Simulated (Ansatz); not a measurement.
**C2H9InN2OSi: shape, modes and thermochemistry**

The task is to find a stationary geometry of C2H9InN2OSi, check the end point by its vibrations and derive ideal-gas thermochemistry, and look at its orbitals and charge.

The runs use Ansatz 0.2.0, Gaussian basis; RKS PBE0-D4/def2-TZVP.

Plan: relaxation at PBE0-D4/def2-TZVP; harmonic vibrations at the same level; a single point in def2-TZVPP for the fields.

**1. Starting geometry**

SMILES `NC([SiH3])[N]1C[O][InH]1`, 16 atoms, charge 0, spin multiplicity 1.

Atoms are counted from 1 here; the program's logs count them from 0.

Bond lengths: N1–C2 1.487 Å, N1–H8 1.021 Å, N1–H9 1.021 Å, C2–Si3 1.916 Å, C2–N4 1.433 Å, C2–H10 1.102 Å, Si3–H11 1.461 Å, Si3–H12 1.470 Å, Si3–H13 1.475 Å, N4–C5 1.457 Å, N4–In7 2.163 Å, C5–O6 1.395 Å, C5–H14 1.102 Å, C5–H15 1.099 Å, O6–In7 2.054 Å, In7–H16 1.748 Å. Angles: C2–N1–H8 111.3°, C2–N1–H9 108.8°, H8–N1–H9 107.8°, N1–C2–Si3 110.5°, N1–C2–N4 110.2°, N1–C2–H10 109.7°, Si3–C2–N4 107.9°, Si3–C2–H10 109.7°, N4–C2–H10 108.7°, C2–Si3–H11 108.5°, C2–Si3–H12 108.6°, C2–Si3–H13 106.3°, H11–Si3–H12 112.9°, H11–Si3–H13 110.8°, H12–Si3–H13 109.5°, C2–N4–C5 114.1°, C2–N4–In7 99.0°, C5–N4–In7 86.0° and more.

As a file:

| atom | x (Å) | y (Å) | z (Å) |
| --- | --- | --- | --- |
| N1 | 0.1681 | 0.6736 | 1.2065 |
| C2 | 0.7146 | 0.1612 | -0.0778 |
| Si3 | 1.7498 | -1.4238 | 0.2172 |
| N4 | -0.3545 | -0.1711 | -0.9730 |
| C5 | -1.1577 | 0.9706 | -1.3902 |
| O6 | -2.1985 | 1.2367 | -0.5004 |
| In7 | -1.9109 | -0.5445 | 0.4815 |
| H8 | 0.8984 | 0.7516 | 1.9152 |
| H9 | -0.2170 | 1.6065 | 1.0519 |
| H10 | 1.3436 | 0.9345 | -0.5487 |
| H11 | 2.3175 | -1.8501 | -1.0599 |
| H12 | 0.8833 | -2.4428 | 0.8257 |
| H13 | 2.8155 | -1.0520 | 1.1672 |
| H14 | -1.5696 | 0.7236 | -2.3817 |
| H15 | -0.5280 | 1.8653 | -1.4941 |
| H16 | -2.9545 | -1.4391 | 1.5607 |

The start is a GFN2-xTB geometry. In takes the def2 core potential; no spin-orbit term is included.

**2. Optimising with PBE0-D4/def2-TZVP**

Contents of in.yaml:

```yaml
crystal:
  periodic: [false, false, false]
  atoms:
    - {symbol: N, position_ang: [0.168130, 0.673600, 1.206450]}
    - {symbol: C, position_ang: [0.714600, 0.161160, -0.077830]}
    - {symbol: Si, position_ang: [1.749810, -1.423790, 0.217250]}
    - {symbol: N, position_ang: [-0.354470, -0.171130, -0.973030]}
    - {symbol: C, position_ang: [-1.157730, 0.970580, -1.390200]}
    - {symbol: O, position_ang: [-2.198520, 1.236670, -0.500360]}
    - {symbol: In, position_ang: [-1.910950, -0.544530, 0.481480]}
    - {symbol: H, position_ang: [0.898390, 0.751630, 1.915160]}
    - {symbol: H, position_ang: [-0.216960, 1.606550, 1.051900]}
    - {symbol: H, position_ang: [1.343610, 0.934450, -0.548690]}
    - {symbol: H, position_ang: [2.317520, -1.850060, -1.059950]}
    - {symbol: H, position_ang: [0.883260, -2.442820, 0.825730]}
    - {symbol: H, position_ang: [2.815460, -1.052040, 1.167200]}
    - {symbol: H, position_ang: [-1.569610, 0.723580, -2.381670]}
    - {symbol: H, position_ang: [-0.528030, 1.865310, -1.494100]}
    - {symbol: H, position_ang: [-2.954510, -1.439150, 1.560650]}
basis:
  gaussian: {orbitals: def2-TZVP}
hamiltonian: {xc: pbe0, dispersion: d4}
relax: {f_tol: 0.005, max_steps: 150}
```

The run is started by

```
ansatz run in.yaml --threads 2 --pin off --events-out ev --progress --plain --max-ram 20480MiB --backend cuda --devices 0, --max-vram 18GiB
```

After this run come: Vibrations by finite differences; Orbitals, density and potential.

Before running them: what should the planned runs give, taken together? Wanted: point group; shift from the start; total energy; dispersion term; dipole moment; lowest, highest wavenumber; zero-point energy; HOMO, LUMO.

As calculated:

```
                  quantity            value
               point group               C1
                     steps               12
shift from the start (rms)          0.161 Å
              total energy   -20290.2262 eV
           dispersion term         -414 meV
             dipole moment           3.61 D
lowest, highest wavenumber    68, 3566 cm⁻¹
         zero-point energy     297.4 kJ/mol
       entropy at 298.15 K  401.8 J/(mol K)
                HOMO, LUMO  -6.04, -0.61 eV
```

In words: The relaxed geometry lies 0.16 Å (rms) from the start; the bond that changed most is In7–H16, from 1.748 to 1.688 Å. All wavenumbers are real, so the end point is a minimum. The stiffest mode, 3566 cm⁻¹, is an N–H stretch, and 4 modes under 200 cm⁻¹ make the vibrational entropy uncertain. Harmonic hybrid wavenumbers usually lie a few per cent above measured fundamentals. The largest Mulliken charge, +0.66 e, sits on In7. The HOMO lies mostly on N4 53 %; O6 22 % and the LUMO on In7 34 %; H16 27 %.
